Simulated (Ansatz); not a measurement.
Crystal: TeRu.

```
Ru Te
1.0
     3.79508    0.00000    0.00000
    -1.89754    3.28664    0.00000
     0.00000    0.00000    3.70381
Ru Te
1 1
Direct
  0.00000 0.00000 0.00000
  0.66667 0.33333 0.50000
```

The cell comes from a database or a generator and needn't be the stable form of this composition.

Base run:

```yaml
Program: Ansatz 0.2.0
Functional: PBEsol
Potentials_or_basis: Ansatz PAW
Cutoff: 420 eV
Density_cutoff: 1680 eV
k_mesh: 6 × 6 × 5
Occupations: gaussian, width 0.05 eV
Spin: collinear spin, program default start
Hubbard_terms: Ru d U = 2 eV
```

Its results: band gap on the k mesh none (metal or under the smearing width); pressure -18.7 GPa.

The run is repeated on the same cell with these changes: functional from PBEsol to LDA; spin from collinear spin, program default start to no spin polarisation. What comes out?

Band gap on the k mesh none (metal or under the smearing width); pressure -20.7 GPa.

Several settings changed at once, so the effect can't be laid on one alone.

Caveats: the PAW data sets come from PBE, with cores solved anew for the run's functional, which leaves a small shift of forces and pressure; the U is typed as a test and isn't derived for this compound; the magnetic or orbital state may not be the lowest (some runs); U without spin polarisation on a metal has little footing (some runs).

Not every run made on this cell is shown here.
